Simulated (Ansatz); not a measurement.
# ScSi2 (AlB2 type): equation of state

An exercise on one series of results from a longer session: the logs are not shown, and one member is left open.

Program: Ansatz 0.2.0. Level of theory: DFT PBE, scalar-relativistic, plane waves, PAW. These are calculated values, not measurements.

1 further run of the same task is left out (set aside as unsound or not needed). Runs told in other sessions of the task aren't counted.

**The system as given**

Symmetry: P6/mmm, No. 191, hexagonal system. Conventional cell: a = 4.033 Å, b = 4.033 Å, c = 3.631 Å, α = 90.00°, β = 90.00°, γ = 120.00°. Sc (site symmetry 6/mmm) is surrounded by 12 Si at 2.95 Å. Si (site symmetry -6m2) has 3 Si at 2.33 Å and 6 Sc at 2.95 Å in its first shell of neighbours.

Structure file:

```cif
data_structure
_symmetry_space_group_name_H-M 'P 1'
_symmetry_Int_Tables_number 1
_cell_length_a 4.0335
_cell_length_b 4.0335
_cell_length_c 3.6309
_cell_angle_alpha 90.000
_cell_angle_beta 90.000
_cell_angle_gamma 120.000
_cell_volume 51.16
loop_
_atom_site_label
_atom_site_type_symbol
_atom_site_fract_x
_atom_site_fract_y
_atom_site_fract_z
_atom_site_occupancy
Sc1 Sc 0.00000 0.00000 0.00000 1
Si1 Si 0.33333 0.66667 0.50000 1
Si2 Si 0.66667 0.33333 0.50000 1
```

An earlier run at PBE left this cell at 17.052 Å³/atom and 0.00 GPa (10×10×10 mesh).

Volume factors to run: 0.980, 1.020, 0.960, 1.040, 1.070, 1.100, 0.945.

The first run:

Contents of input.yaml:

```yaml
crystal:
  lattice:
    - [4.0063887564, 0.0, 0.0]
    - [-2.0031943782, 3.4696344405, 0.0]
    - [0.0, 0.0, 3.6065495309]
  atoms:
    - { symbol: Sc, position: [0.0, 0.0, 0.0] }
    - { symbol: Si, position: [0.3333333333, 0.6666666667, 0.5] }
    - { symbol: Si, position: [0.6666666667, 0.3333333333, 0.5] }
basis:
  ecutwfc: 420
  ecutrho_ratio: 4
kpoints:
  mp_grid: { grid: [10, 10, 10] }
hamiltonian:
  xc: pbe
scf:
  occupations: { method: gaussian, width: 0.05 }
output:
  forces: true
  stress: true
  eigenvalues: true
relax:
  f_tol: 0.01
  max_steps: 40
  cell: { stress_tol: 0.1, fix: [volume] }
```

The run is started by

```console
ansatz run input.yaml --threads 2 --pin off --max-ram 2662MiB --backend cpu --events-out ev --progress --plain --runs-dir out
```

Steps of the session up to this table: At 0.980 of the relaxed volume; Scaling the volume by 1.020; Volume × 0.960; Scaling the volume by 1.040; Scaling the volume by 1.070; Volume × 1.100; At 0.945 of the relaxed volume.

One table of the session follows, with a row left open; its other results are not shown here.

It belongs to the step «Energy and pressure against volume». 

| volume (Å³/atom) | energy (meV/atom) | pressure (GPa) |
| --- | --- | --- |
| 16.114 | 15.87 | 5.58 |
| 16.370 | ? | ? |
| 16.711 | 2.05 | 1.92 |
| 17.052 | 0.00 | 0.00 |
| 17.393 | 1.87 | -1.73 |
| 17.734 | 7.17 | -3.24 |
| 18.246 | 20.90 | -5.24 |
| 18.757 | 40.39 | -6.93 |

Q: Estimate the row for volume (Å³/atom) = 16.370 from the others.

Worked estimate for «energy (meV/atom)». A straight line through the neighbours (16.114, 15.87) and (16.711, 2.05) gives 15.87 + (2.05 − 15.87) × (16.370 − 16.114) / (16.711 − 16.114) = 9.94; a parabola fitted to 3 rows on both sides gives 8.35.

The run gave: energy (meV/atom): 8.31; pressure (GPa): 3.93. In «energy (meV/atom)» the line misses by +1.63 and the parabola by +0.04.
